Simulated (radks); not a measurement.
# Nd in [Kr] 4d10 4f6 5s2 5p4 6s2: an all-electron calculation

Aim: the levels, the sizes of the orbitals and the parts of the energy of neutral neodymium.

Program: radks (a radial shooting solver on a logarithmic mesh, Libxc functionals) version 1. Level of theory: scalar-relativistic Kohn-Sham, PBE, spin-unpolarised, spherical densities, point nucleus. These are calculated values, not measurements, unless marked.

## 1. The system

```
element       : neodymium (Z = 60)
charge        : 0
electrons     : 60
configuration : [Kr] 4d10 4f6 5s2 5p4 6s2
```

Outer shells as boxes (Hund's rule):

Nd
```
[Kr] core
4d [↑↓][↑↓][↑↓][↑↓][↑↓]
4f [↑ ][↑ ][↑ ][↑ ][↑ ][↑ ][  ]
5s [↑↓]
5p [↑↓][↑ ][↑ ]
6s [↑↓]
```

## 2. The run

The run's settings:

```text
Z 60
configuration [Kr] 4d10 4f6 5s2 5p4 6s2 5d0 6p0
relativity scalar-relativistic
functional pbe,pbe
spin unpolarised
nucleus point
c 137.035999084
```

What does the calculation give?

The runs gave:

```
                        quantity                value
                    total energy   -9622.4052 hartree
exchange-correlation share of it               2.31 %
                            −T/E               1.0644
          highest occupied level        4f, -0.043 eV
    most extended occupied level  6s, <r> = 4.30 bohr
 radius at density 0.001 e/bohr³            5.43 bohr
    maxima of the radial density                    4
```

**Reading.** 6 principal shells are occupied and 4 maxima appear in the radial density; where shells overlap, one shows as a shoulder or not at all. −T/E is 1.064: with relativity the kinetic term as defined here no longer equals −E. This is not the tabulated ground configuration, so its levels and sizes aren't those of the ground state, and no measured value stands beside it.
